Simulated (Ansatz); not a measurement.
# SiW8C8: the cost of one run

All numbers below are computed with Ansatz 0.2.0 (DFT PBEsol, plane waves, PAW, scalar-relativistic, no spin polarisation).

1 further run of the same task is left out (it didn't finish).

## 1. The system as given

The cell holds 17 atoms (C8SiW8): a = 5.795 Å, b = 5.795 Å, c = 17.244 Å, α = 90.00°, β = 90.00°, γ = 120.00°.

Its coordinates follow in the input file.

## 2. Relaxing end A

The input, input.yaml:

```yaml
crystal:
  lattice:
    - [5.7948, 0.0, 0.0]
    - [-2.8974, 5.018444, 0.0]
    - [0.0, 0.0, 17.24425]
  atoms:
    - { symbol: W, position: [0.0, 0.0, 0.0579903] }
    - { symbol: C, position: [0.3333333, 0.1666667, 0.1400322] }
    - { symbol: W, position: [0.0, 0.0, 0.222074] }
    - { symbol: C, position: [0.3333333, 0.1666667, 0.3041159] }
    - { symbol: W, position: [0.0, 0.5, 0.0579903] }
    - { symbol: C, position: [0.3333333, 0.6666667, 0.1400322] }
    - { symbol: W, position: [0.0, 0.5, 0.222074] }
    - { symbol: C, position: [0.3333333, 0.6666667, 0.3041159] }
    - { symbol: W, position: [0.5, 0.0, 0.0579903] }
    - { symbol: C, position: [0.8333333, 0.1666667, 0.1400322] }
    - { symbol: W, position: [0.5, 0.0, 0.222074] }
    - { symbol: C, position: [0.8333333, 0.1666667, 0.3041159] }
    - { symbol: W, position: [0.5, 0.5, 0.0579903] }
    - { symbol: C, position: [0.8333333, 0.6666667, 0.1400322] }
    - { symbol: W, position: [0.5, 0.5, 0.222074] }
    - { symbol: C, position: [0.8333333, 0.6666667, 0.3041159] }
    - { symbol: Si, position: [0.1802916, 0.825765, 0.3679052] }
basis:
  ecutwfc: 420.0
kpoints:
  mp_grid: { grid: [4, 4, 1] }
hamiltonian:
  xc: pbesol
  pseudopotentials: { kind: paw, azcp: { folder: soft_1 } }
scf:
  occupations: { method: gaussian, width: 0.05 }
  lower_state_search: "off"
relax:
  f_tol: 0.03
  max_steps: 60
  adjacent_minimum: "off"
  constraints: [{ sites: [0, 4, 8, 12] }]
```

The run is started by

```
$ ansatz run input.yaml --threads 4 --pin off --max-ram 10240MiB --backend cpu --events-out ev --progress --plain --runs-dir out
```

What time and memory should one allow on 4 threads of AMD EPYC 7R43 (Zen 3), shared host?

About 94 s, with a peak of 1.3 GiB.
